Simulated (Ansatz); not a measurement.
# Ga4Sb3N: the cost of one run

The runs shown are made with Ansatz 0.2.0. PAW datasets, plane waves, zero pressure. The cell comes from a prototype generator: it can be a known phase or a hypothetical one. Spin polarisation is off.

## 1. The structure to begin with

This is the cell as the run starts from it, not yet at rest; its lengths are not the crystal's.

Space group Amm2 (No. 38), orthorhombic; conventional cell a = 3.913 Å, b = 7.826 Å, c = 11.067 Å, 21.18 Å³ an atom. N has 4 Ga at 2.40 Å; Sb has 4 Ga at 2.40 Å; Ga has 2 N at 2.40 Å and 2 Sb at 2.40 Å; Ga has 3 Sb at 2.40 Å and 1 N at 2.40 Å.

Coordinates:

Space group Amm2 (No. 38). a = 3.913 Å, b = 7.826 Å, c = 11.067 Å, α = 90.00°, β = 90.00°, γ = 90.00°
```csv
atom,site,symmetry,x,y,z
N,2a,mm2,0.0000,0.0000,0.0000
Sb,4e,m..,0.5000,0.2500,0.7500
Sb,2a,mm2,0.0000,0.5000,0.0000
Ga,2b,mm2,0.5000,0.5000,0.3750
Ga,4d,m..,0.0000,0.7500,0.1250
Ga,2b,mm2,0.5000,0.5000,0.8750
```

## 2. Relaxation with PBE

File input.yaml:

```yaml
crystal:
  lattice:
    - [3.91285574, 0.0, 0.0]
    - [0.0, 3.91285574, 5.533613655]
    - [0.0, -3.91285574, 5.533613655]
  atoms:
    - { symbol: "N", position: [0.0, 0.0, 0.0] }
    - { symbol: Sb, position: [0.5, 0.0, 0.5] }
    - { symbol: Sb, position: [0.5, 0.5, 0.0] }
    - { symbol: Sb, position: [0.0, 0.5, 0.5] }
    - { symbol: Ga, position: [0.5, 0.875, 0.875] }
    - { symbol: Ga, position: [0.0, 0.875, 0.375] }
    - { symbol: Ga, position: [0.0, 0.375, 0.875] }
    - { symbol: Ga, position: [0.5, 0.375, 0.375] }
kpoints:
  mp_grid: { grid: [6, 4, 4] }
hamiltonian:
  xc: pbe
scf:
  occupations: { method: fermi_dirac, width: 0.02 }
relax:
  f_tol: 0.005
  cell: {}
```

On the command line:

```bash
$ ansatz run input.yaml --threads 4 --pin off --max-ram 6451MiB --backend cpu --events-out ev --progress --plain --runs-dir out
```

**Question.** How long does this run take on 4 threads of Arm Neoverse V1, shared host, and how much memory does it need?

About 2 min, with a peak of 0.7 GiB.
